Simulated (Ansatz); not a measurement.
# GeAsH5 (SMILES [GeH3][AsH2]): one structure at several levels

The atoms stand at a structure displaced at random from a GFN2-xTB minimum. How far do the functionals agree with CCSD(T) there?

The runs use Ansatz 0.2.0, Gaussian basis; single points in def2-TZVPP.

Correlated methods freeze the cores. Filled d shells of the heavier atoms are correlated.

## Step 1: Starting geometry

SMILES `[GeH3][AsH2]`, 7 atoms, charge 0, spin multiplicity 1.

Atoms are counted from 1 here; the program's logs count them from 0.

Bond lengths: Ge1–As2 2.330 Å, Ge1–H3 1.528 Å, Ge1–H4 1.539 Å, Ge1–H5 1.481 Å, As2–H6 1.547 Å, As2–H7 1.398 Å. Angles: As2–Ge1–H3 115.2°, As2–Ge1–H4 110.0°, As2–Ge1–H5 116.5°, H3–Ge1–H4 103.1°, H3–Ge1–H5 105.7°, H4–Ge1–H5 105.1°, Ge1–As2–H6 94.5°, Ge1–As2–H7 91.2°, H6–As2–H7 87.9°.

Geometry (Å):

```
Ge   -0.3529   -0.5739   -0.4808
As    0.6414    1.4453    0.1237
H    -0.5893   -1.5525    0.6686
H    -1.7716   -0.3209   -1.0213
H     0.3285   -1.3548   -1.5381
H    -0.1388    1.5723    1.4534
H     1.6405    0.7732    0.8349
```

## Step 2: CCSD(T)/def2-TZVPP

run/in.yaml reads:

```yaml
crystal:
  periodic: [false, false, false]
  atoms:
    - {symbol: Ge, position_ang: [-0.352900, -0.573900, -0.480800]}
    - {symbol: As, position_ang: [0.641400, 1.445300, 0.123700]}
    - {symbol: H, position_ang: [-0.589300, -1.552500, 0.668600]}
    - {symbol: H, position_ang: [-1.771600, -0.320900, -1.021300]}
    - {symbol: H, position_ang: [0.328500, -1.354800, -1.538100]}
    - {symbol: H, position_ang: [-0.138800, 1.572300, 1.453400]}
    - {symbol: H, position_ang: [1.640500, 0.773200, 0.834900]}
basis:
  gaussian: {orbitals: def2-TZVPP}
correlation: {method: ccsd_t}
output: {forces: true}
```

The command line of these runs was not kept.

## Step 3: PBE0-D4/def2-TZVPP

run/in.yaml: that of step 2 with these lines changed.

```diff
@@ -12,3 +12,3 @@
   gaussian: {orbitals: def2-TZVPP}
-correlation: {method: ccsd_t}
-output: {forces: true}
+hamiltonian: {xc: pbe0, dispersion: d4}
+output: {forces: true, orbitals: {seedname: orbitals}}
```

## Step 4: wB97M-V/def2-TZVPP

run/in.yaml: that of step 3 with these lines changed.

```diff
@@ -12,3 +12,3 @@
   gaussian: {orbitals: def2-TZVPP}
-hamiltonian: {xc: pbe0, dispersion: d4}
-output: {forces: true, orbitals: {seedname: orbitals}}
+hamiltonian: {xc: {name: wB97M-V}}
+output: {forces: true}
```

## Step 5: r2SCAN-D4/def2-TZVPP

run/in.yaml: that of step 4 with these lines changed.

```diff
@@ -12,3 +12,3 @@
   gaussian: {orbitals: def2-TZVPP}
-hamiltonian: {xc: {name: wB97M-V}}
+hamiltonian: {xc: r2scan, dispersion: d4}
 output: {forces: true}
```

## Step 6: PBE-D4/def2-TZVPP

run/in.yaml: that of step 5 with these lines changed.

```diff
@@ -12,3 +12,3 @@
   gaussian: {orbitals: def2-TZVPP}
-hamiltonian: {xc: r2scan, dispersion: d4}
+hamiltonian: {xc: pbe, dispersion: d4}
 output: {forces: true}
```

## Step 7: BLYP-D4/def2-TZVPP

run/in.yaml: that of step 6 with these lines changed.

```diff
@@ -12,3 +12,3 @@
   gaussian: {orbitals: def2-TZVPP}
-hamiltonian: {xc: pbe, dispersion: d4}
+hamiltonian: {xc: {name: BLYP}, dispersion: d4}
 output: {forces: true}
```

## Step 8: HSE06-D4/def2-TZVPP

run/in.yaml: that of step 7 with these lines changed.

```diff
@@ -12,3 +12,3 @@
   gaussian: {orbitals: def2-TZVPP}
-hamiltonian: {xc: {name: BLYP}, dispersion: d4}
+hamiltonian: {xc: hse06, dispersion: d4}
 output: {forces: true}
```

(Steps that only read results are left out.)

What does the calculation give? Wanted: energy less free atoms, CCSD(T)/def2-TZVPP; RMS force component; RMS force error; HOMO and LUMO, PBE0-D4; T1 diagnostic.

The runs gave:

| quantity | value |
| --- | --- |
| energy less free atoms, CCSD(T)/def2-TZVPP | -399.8 kcal/mol |
| RMS force component | 0.982 to 1.100 eV/Å over the methods |
| RMS force error | PBE0-D4 0.075, wB97M-V 0.019, r2SCAN-D4 0.051, PBE-D4 0.197, BLYP-D4 0.212, HSE06-D4 0.078 eV/Å |
| HOMO and LUMO, PBE0-D4 | -7.64 and 0.12 eV |
| T1 diagnostic | 0.011 |

**Reading.** Against CCSD(T) the functionals' energies less atoms differ by -6.7 to +1.7 kcal/mol, PBE-D4 by -0.5 kcal/mol. The reference is not at the basis limit: in triple zeta CCSD(T) underbinds, which counts against methods that bind more; the gaps are no ranking. On forces the order runs from wB97M-V to BLYP-D4. Frozen-core CCSD(T) forces in triple zeta carry basis errors of their own, and this is one geometry, so small gaps rank nothing.
